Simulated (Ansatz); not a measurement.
# FH3OSiZn: small, medium and large basis sets

The task here is to estimate one member of a computed series from the others.

The runs use Ansatz 0.2.0, Gaussian basis; one geometry, several basis sets.

Levels to be run: PBE0-D4/def2-SVP; ωB97M-V/def2-SVP; PBE0-D4/def2-QZVPP; ωB97M-V/def2-QZVPP; the functionals' def2-TZVPP values are taken from earlier runs.

## Structure used throughout

The geometry comes from an earlier relaxation with PBE0-D4 in a triple-zeta def2 set; it is a stationary point, not always the lowest conformer.

7 atoms, charge 0, spin multiplicity 1.

Atoms are counted from 1 here; the program's logs count them from 0.

Bond lengths: O1–Si2 1.629 Å, O1–H5 0.961 Å, Si2–F3 1.598 Å, Si2–H6 1.475 Å, Si2–H7 1.482 Å. Angles: Si2–O1–H5 117.9°, O1–Si2–F3 111.0°, O1–Si2–H6 106.4°, O1–Si2–H7 112.0°, F3–Si2–H6 108.1°, F3–Si2–H7 105.9°, H6–Si2–H7 113.5°.

Set-up of the first run:

Input file in.yaml:

```yaml
crystal:
  periodic: [false, false, false]
  atoms:
    - {symbol: O, position_ang: [-0.872254, 0.307764, 0.886708]}
    - {symbol: Si, position_ang: [0.685325, 0.224027, 0.415830]}
    - {symbol: F, position_ang: [1.119498, -1.288447, 0.139182]}
    - {symbol: Zn, position_ang: [-1.729882, -1.125640, -2.406599]}
    - {symbol: H, position_ang: [-1.551088, 0.129455, 0.230679]}
    - {symbol: H, position_ang: [1.489331, 0.733193, 1.542375]}
    - {symbol: H, position_ang: [0.920270, 0.951649, -0.853874]}
basis:
  gaussian: {orbitals: def2-SVP}
hamiltonian: {xc: pbe0, dispersion: d4}
output: {orbitals: {seedname: orbitals}}
```

Launch:

```sh
ansatz run in.yaml --threads 4 --pin off --events-out ev --progress --plain --max-ram 10444MiB
```

Steps of the session up to this table: PBE0-D4 in def2-SVP; ωB97M-V in def2-SVP; PBE0-D4 in def2-QZVPP; ωB97M-V in def2-QZVPP.

One of the session's tables, all rows but one given; the rest of the session is left out.

It belongs to the step «Functionals by basis». 

```
functional       basis  HOMO (eV)
   PBE0-D4    def2-SVP          ?
   PBE0-D4  def2-TZVPP      -6.93
   PBE0-D4  def2-QZVPP      -6.92
   ωB97M-V    def2-SVP      -8.76
   ωB97M-V  def2-TZVPP      -9.02
   ωB97M-V  def2-QZVPP      -9.02
```

Q: Estimate the row for PBE0-D4, def2-SVP from the others.

As computed: HOMO (eV): -6.68. In the column «HOMO (eV)» it is the highest.
